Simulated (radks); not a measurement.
# Tb⁴⁹⁺ in [Ne] 3s2 3p4: an all-electron calculation

The task here is to estimate one member of a computed series from the others.

Method: scalar-relativistic Kohn-Sham, BLYP, spin-unpolarised, spherical densities, finite nucleus. Code: radks (a radial shooting solver on a logarithmic mesh, Libxc functionals) version 1.

**What is computed**

* element: terbium (Z = 65)
* charge: +49
* electrons: 16
* configuration: [Ne] 3s2 3p4
* nuclear rms radius: 5.06 fm

The outer shells:

Tb⁴⁹⁺
```
[Ne] core
3s [↑↓]
3p [↑↓][↑ ][↑ ]
```

Set-up of the first run:

Settings of this run:

```text
Z 65
configuration [Ne] 3s2 3p4 4s0 3d0
relativity scalar-relativistic
functional b88,lyp
spin unpolarised
nucleus finite rms 5.06 fm
c 137.035999084
```

One of the session's tables, all rows but one given; the rest of the session is left out.

It belongs to the step «Shells». Sizes of the orbitals, from the radial functions (bohr):

```
level      <r>  outermost maximum (interpolated)  90 % within  nodes
   1s  0.02150                            0.0136       0.0389      0
   2s  0.09048                            0.0771        0.140      1
   2p  0.07981                            0.0624        0.130      0
   3s   0.2199                             0.208        0.319      2
   3p   0.2146                             0.202        0.318      1
   3d   0.1892                             0.160        0.288      0
   4s        ?                                 ?            ?      ?
```

Q: Estimate the row for 4s from the others.

As computed: <r>: 0.4166; outermost maximum (interpolated): 0.417; 90 % within: 0.588; nodes: 3. In the column «<r>» it is the highest.

To keep in mind: Spin polarisation and multiplet splitting are left out.
